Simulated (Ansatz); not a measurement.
# CH₄ClGeO₂ radical: a ladder of functionals and wavefunction methods

How much do the methods differ for CH₄ClGeO₂ radical? The plan is to run it at one geometry with functionals of several rungs and with coupled cluster. The yardstick is the atomisation energy at the CCSD(T) limit.

Computed with Ansatz 0.2.0, Gaussian basis. Level: functionals in def2-TZVPP, the program's frozen cores in correlated methods.

Levels to be run: PBE-D4, r2SCAN-D4, PBE0-D4, B3LYP-D4, ωB97X-V, ωB97M-V, B2PLYP; CCSD(T)/def2-TZVPP; MP2/def2-QZVPP; extrapolation to the limit.

### Step 1. The geometry

An earlier PBE0-D4 in a triple-zeta def2 set relaxation fixed the geometry.

SMILES `C[O][Ge]([OH])[Cl]`, 9 atoms, charge 0, spin multiplicity 2.

Atoms are counted from 1 here; the program's logs count them from 0.

Bond lengths: C1–O2 1.413 Å, C1–H6 1.095 Å, C1–H7 1.092 Å, C1–H8 1.095 Å, O2–Ge3 1.776 Å, Ge3–O4 1.768 Å, Ge3–Cl5 2.173 Å, O4–H9 0.964 Å. Angles: O2–C1–H6 111.9°, O2–C1–H7 107.3°, O2–C1–H8 111.5°, H6–C1–H7 108.6°, H6–C1–H8 109.0°, H7–C1–H8 108.4°, C1–O2–Ge3 122.5°, O2–Ge3–O4 103.1°, O2–Ge3–Cl5 109.6°, O4–Ge3–Cl5 108.4°, Ge3–O4–H9 110.1°.

### Step 2. PBE-D4 (GGA)

Contents of in.yaml:

```yaml
crystal:
  periodic: [false, false, false]
  atoms:
    - {symbol: C, position_ang: [0.654143, -1.295427, 0.414501]}
    - {symbol: O, position_ang: [-0.275341, -0.492828, -0.284758]}
    - {symbol: Ge, position_ang: [-0.760708, 1.117743, 0.283616]}
    - {symbol: O, position_ang: [-1.562479, 1.817259, -1.128945]}
    - {symbol: Cl, position_ang: [1.009109, 2.299585, 0.723503]}
    - {symbol: H, position_ang: [1.549100, -0.731681, 0.696467]}
    - {symbol: H, position_ang: [0.949381, -2.107501, -0.252913]}
    - {symbol: H, position_ang: [0.210140, -1.732576, 1.314676]}
    - {symbol: H, position_ang: [-1.773346, 1.125408, -1.766147]}
basis:
  gaussian: {orbitals: def2-TZVPP}
magnetization: {spin_polarized: true, initial_magnetization: 1}
hamiltonian: {xc: pbe, dispersion: d4}
output: {forces: true, orbitals: {seedname: orbitals}}
```

Run with:

```
$ ansatz run in.yaml --threads 2 --pin off --events-out ev --progress --plain --max-ram 20480MiB --backend cpu
```

The runs that follow: r2SCAN-D4 (meta-GGA); PBE0-D4 (hybrid); B3LYP-D4 (hybrid); ωB97X-V (range-separated); ωB97M-V (range-separated); B2PLYP (double hybrid); CCSD(T) in def2-TZVPP; MP2 in def2-QZVPP.

**Question.** What will the summary of the whole plan be? Wanted: atomisation energy, CCSD(T)/CBS; farthest; mean size of error, hybrid; mean size of error, range-separated; gap, smallest and largest; T1 diagnostic; triples share of the correlation energy.

The runs gave:

```
                               quantity                                           value
        atomisation energy, CCSD(T)/CBS                                       32.771 eV
    functionals within 0.328 eV (1.0 %)  r2SCAN-D4, PBE0-D4, B3LYP-D4, ωB97X-V, ωB97M-V
                               farthest                              PBE-D4 (+0.872 eV)
             mean size of error, hybrid                                        0.156 eV
    mean size of error, range-separated                                        0.040 eV
              gap, smallest and largest             1.06 eV (PBE-D4), 7.31 eV (ωB97X-V)
                          T1 diagnostic                                          0.0147
triples share of the correlation energy                                           3.8 %
```

In words: PBE-D4 is off by +0.872 eV. Double hybrids carry the basis error of their MP2 part in triple zeta, and no dispersion term here, so their miss is partly the set-up's. The reference freezes the cores and leaves out relativity and excitations past (T), and its outer-core shells are covered unevenly, so misses under about 0.328 eV can't be ranked. Hartree-Fock recovers 69 % of the binding; the rest is correlation. The gap grows from 1.1 to 7.3 eV across the functionals, mostly with the share of exact exchange. Correlated methods include outer-core shells of Ge, which these sets cover unevenly.
